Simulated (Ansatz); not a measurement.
# TlAg3Te2: one crystal by all-electron and frozen-core methods

Does the method matter for TlAg3Te2? The same cell, functional and mesh are run with all-electron LAPW, PAW on the default files and all-electron PAW on datasets made for the crystal.

Program: Ansatz 0.2.0. Level of theory: DFT PBE, scalar-relativistic. These are calculated values, not measurements.

## Step 1: The system as given

The structure is orthorhombic, space group Cmmm (No. 65). Conventional cell: a = 4.600 Å, b = 15.450 Å, c = 4.760 Å, α = 90.00°, β = 90.00°, γ = 90.00°. Tl (site symmetry mmm) has 4 Te at 3.06 Å and 4 Ag at 3.31 Å as nearest neighbours. Around Ag (site symmetry mmm) lie 4 Te at 3.00 Å and 4 Tl at 3.31 Å. Ag (site symmetry m2m) has 2 Ag at 3.05 Å and 4 Te at 3.44 Å as nearest neighbours. Te (site symmetry m2m) is surrounded by 6 Ag at 3.00 to 3.44 Å and 2 Tl at 3.06 Å.

As a file:

```cif
data_structure
_symmetry_space_group_name_H-M 'P 1'
_symmetry_Int_Tables_number 1
_cell_length_a 8.0601
_cell_length_b 8.0601
_cell_length_c 4.7600
_cell_angle_alpha 90.000
_cell_angle_beta 90.000
_cell_angle_gamma 146.840
_cell_volume 169.15
loop_
_atom_site_label
_atom_site_type_symbol
_atom_site_fract_x
_atom_site_fract_y
_atom_site_fract_z
_atom_site_occupancy
Tl1 Tl 0.00000 0.00000 0.00000 1
Ag1 Ag 0.50000 0.50000 0.50000 1
Ag2 Ag 0.31500 0.68500 0.00000 1
Ag3 Ag 0.68500 0.31500 0.00000 1
Te1 Te 0.12500 0.87500 0.50000 1
Te2 Te 0.87500 0.12500 0.50000 1
```

The cell is a deposited one (Crystallography Open Database entry 1510042); the temperature and pressure of the measurement aren't taken into account, and nothing was relaxed.

Atoms are numbered in the order of the input: Tl1, Ag2, Ag3, Ag4, Te5, Te6.

## Step 2: All-electron LAPW

File input.yaml:

```yaml
crystal:
  lattice:
    - [2.3, -7.725, 0.0]
    - [2.3, 7.725, 0.0]
    - [0.0, 0.0, 4.76]
  atoms:
    - { symbol: Tl, position: [0.0, 0.0, 0.0] }
    - { symbol: Ag, position: [0.5, 0.5, 0.5] }
    - { symbol: Ag, position: [0.315, 0.685, 0.0] }
    - { symbol: Ag, position: [0.685, 0.315, 0.0] }
    - { symbol: Te, position: [0.125, 0.875, 0.5] }
    - { symbol: Te, position: [0.875, 0.125, 0.5] }
kpoints:
  mp_grid: { grid: [7, 7, 7] }
  band_path:
    path:
      - [0.0, 0.0, 0.0]
      - [-0.5, 0.5, 0.0]
      - [-0.2721614772, 0.7278385228, 0.0]
      - [0.2721614772, 0.2721614772, 0.0]
      - [0.0, 0.0, 0.0]
      - [0.0, 0.0, 0.5]
      - [0.2721614772, 0.2721614772, 0.5]
      - [-0.2721614772, 0.7278385228, 0.5]
      - [-0.5, 0.5, 0.5]
    npoints: 14
scf:
  occupations: { method: fermi_dirac, width: 0.03 }
hamiltonian:
  xc: pbe
  pseudopotentials: { kind: all_electron, lapw: { basis_error: 0.0005 } }
output:
  forces: true
  stress: true
  eigenvalues: true
  populations: true
  dos: { projected: true, de: 0.2, e_range: [-14, 8] }
```

Launch:

```
ansatz run input.yaml --threads 2 --pin off --max-ram 6144MiB --backend cpu --events-out ev --progress --plain --runs-dir out
```

## Step 3: PAW on the default files

Edit input.yaml of step 2 so:

```diff
@@ -30,3 +30,3 @@
   xc: pbe
-  pseudopotentials: { kind: all_electron, lapw: { basis_error: 0.0005 } }
+  pseudopotentials: { kind: paw }
 output:
@@ -35,3 +35,9 @@
   eigenvalues: true
+  efg: { contact_densities: true }
   populations: true
+  bader: true
   dos: { projected: true, de: 0.2, e_range: [-14, 8] }
+  write_density: true
+  write_potential: true
+  elf: true
+  volumetric_format: npy
```

## Step 4: All-electron PAW on datasets made for the crystal

Edit input.yaml of step 3 so:

```diff
@@ -25,3 +25,3 @@
       - [-0.5, 0.5, 0.5]
-    npoints: 14
+    npoints: 8
 scf:
@@ -30,3 +30,3 @@
   xc: pbe
-  pseudopotentials: { kind: paw }
+  pseudopotentials: { kind: all_electron, datasets: crystal }
 output:
@@ -36,8 +36 @@
   efg: { contact_densities: true }
-  populations: true
-  bader: true
-  dos: { projected: true, de: 0.2, e_range: [-14, 8] }
-  write_density: true
-  write_potential: true
-  elf: true
-  volumetric_format: npy
```

(Steps that only read results are left out.)

Before running it: what results should come out? Wanted: pressure; gap; largest force; Bader charges; highest ELF.

**Answer**, as computed:

| quantity | value |
| --- | --- |
| pressure | LAPW -1.68, PAW -1.68, crystal datasets -1.68 GPa |
| gap (LAPW) | none |
| largest force | LAPW 1.374, PAW 1.374, crystal datasets 1.374 eV/Å |
| Bader charges (PAW) | Tl1 +0.24, Ag2 +0.10, Ag3 +0.14, Te5 -0.31 e |
| highest ELF (PAW) | 0.71, 1.31 Å from Te |

In words: At this geometry the cell is under tension of 1.7 GPa, so it would shrink if let go. Bands cross the Fermi level: the crystal is a metal at this level. Within 0.3 eV of the Fermi level the largest projected share is Te 5p (63 %). The projection holds only the free atom's occupied shells (Tl 6s, Tl 6p, Ag 5s, Ag 4d, Te 5s, Te 5p in this range). The field gradient at Tl1, the largest by crystal datasets, is 19.17 by PAW and 19.49 by crystal datasets (10²¹ V/m²), within 5 %. No spin–orbit coupling: at heavy atoms the gradients can be off by tens of per cent for that reason. PAW lies less than 0.01 GPa from LAPW in pressure. The forces differ by at most 1 meV/Å in a component, on a largest force of 1.374 eV/Å. The price, with the outputs that each input asks for: 2.9 min for LAPW against 48 s for PAW, about 4 to one. Spin-orbit coupling is left out, though the cell holds Tl; in elements this heavy it can shift bands and gaps by tenths of an eV.
